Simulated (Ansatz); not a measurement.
# C₂H₉AlSe: a ladder of functionals and wavefunction methods

An exercise on one series of results from a longer session: the logs are not shown, and one member is left open.

Method: functionals in def2-TZVPP, the program's frozen cores in correlated methods; program: Ansatz 0.2.0, Gaussian basis.

Plan: LDA (SPW92), PBE-D4, revPBE-D4, BLYP-D4, r2SCAN-D4, B97M-V, PBE0-D4, B3LYP-D4, r2SCANh-D4, r2SCAN0-D4, HSE06-D4, BHLYP-D4, CAM-B3LYP-D4, LC-ωPBE, ωB97X-V, ωB97M-V, B2PLYP, PBE-QIDH; CCSD(T)/def2-SVP; CCSD(T)/def2-TZVPP; MP2/def2-QZVPP; extrapolation to the limit; RPA on PBE.

## The relaxed structure

An earlier PBE0-D4 in a triple-zeta def2 set relaxation fixed the geometry.

SMILES `[CH3][AlH-]([CH3])[SeH2+]`, 13 atoms, charge 0, spin multiplicity 1.

Atoms are counted from 1 here; the program's logs count them from 0.

Bond lengths: C1–Al2 1.970 Å, C1–H5 1.096 Å, C1–H6 1.095 Å, C1–H7 1.094 Å, Al2–C3 1.970 Å, Al2–Se4 2.710 Å, Al2–H8 1.605 Å, C3–H9 1.096 Å, C3–H10 1.095 Å, C3–H11 1.094 Å, Se4–H12 1.468 Å, Se4–H13 1.470 Å. Angles: Al2–C1–H5 110.0°, Al2–C1–H6 112.7°, Al2–C1–H7 112.8°, H5–C1–H6 106.5°, H5–C1–H7 106.6°, H6–C1–H7 107.9°, C1–Al2–C3 119.4°, C1–Al2–Se4 97.7°, C1–Al2–H8 118.4°, C3–Al2–Se4 100.6°, C3–Al2–H8 118.0°, Se4–Al2–H8 92.0°, Al2–C3–H9 110.2°, Al2–C3–H10 112.5°, Al2–C3–H11 112.8°, H9–C3–H10 106.6°, H9–C3–H11 106.6°, H10–C3–H11 107.9° and more.

Set-up of the first run:

File in.yaml:

```yaml
crystal:
  periodic: [false, false, false]
  atoms:
    - {symbol: C, position_ang: [-1.168172, 1.493505, -0.596671]}
    - {symbol: Al, position_ang: [-0.295739, -0.271882, -0.639088]}
    - {symbol: C, position_ang: [1.664285, -0.386237, -0.479433]}
    - {symbol: Se, position_ang: [-1.045368, -1.108362, 1.827549]}
    - {symbol: H, position_ang: [-1.030924, 2.002414, -1.557829]}
    - {symbol: H, position_ang: [-0.747255, 2.154548, 0.167988]}
    - {symbol: H, position_ang: [-2.247449, 1.429438, -0.428153]}
    - {symbol: H, position_ang: [-1.066778, -1.487423, -1.348474]}
    - {symbol: H, position_ang: [2.138585, -0.097027, -1.424509]}
    - {symbol: H, position_ang: [2.061819, 0.285792, 0.288163]}
    - {symbol: H, position_ang: [2.012528, -1.398592, -0.252291]}
    - {symbol: H, position_ang: [-0.188220, -2.300586, 1.837401]}
    - {symbol: H, position_ang: [-0.066910, -0.350286, 2.620047]}
basis:
  gaussian: {orbitals: def2-TZVPP}
hamiltonian: {xc: lda}
output: {orbitals: {seedname: orbitals}}
```

Started as:

```sh
$ ansatz run in.yaml --threads 4 --pin off --events-out ev --progress --plain --max-ram 10444MiB
```

Steps of the session up to this table: LDA; PBE-D4 (GGA); revPBE-D4 (GGA); BLYP-D4 (GGA); r2SCAN-D4 (meta-GGA); B97M-V (meta-GGA); PBE0-D4 (hybrid); B3LYP-D4 (hybrid); r2SCANh-D4 (hybrid); r2SCAN0-D4 (hybrid); HSE06-D4 (hybrid); BHLYP-D4 (hybrid); CAM-B3LYP-D4 (range-separated); LC-ωPBE (range-separated); ωB97X-V (range-separated); ωB97M-V (range-separated); B2PLYP (double hybrid); PBE-QIDH (double hybrid).

One table of the session follows, with a row left open; its other results are not shown here.

It belongs to the step «Frontier levels by functional». 

```
  functional  HOMO (eV)  gap (eV)
 LDA (SPW92)      -6.12      4.31
      PBE-D4          ?         ?
   revPBE-D4      -5.93      4.28
     BLYP-D4      -5.86      4.22
   r2SCAN-D4      -6.24      4.77
      B97M-V      -6.33      4.78
     PBE0-D4      -7.25      6.46
    B3LYP-D4      -7.03      5.96
  r2SCANh-D4      -6.71      5.57
  r2SCAN0-D4      -7.42      6.78
    HSE06-D4      -6.84      5.67
    BHLYP-D4      -8.43      8.56
CAM-B3LYP-D4      -8.63      8.91
     LC-ωPBE     -10.02     11.53
     ωB97X-V      -9.65     10.98
     ωB97M-V      -9.51     10.65
```

**Question.** Estimate the row for PBE-D4.

**Answer.** HOMO (eV): -5.98; gap (eV): 4.28. In the column «HOMO (eV)» it lies between LDA (SPW92) (-6.12) and revPBE-D4 (-5.93).
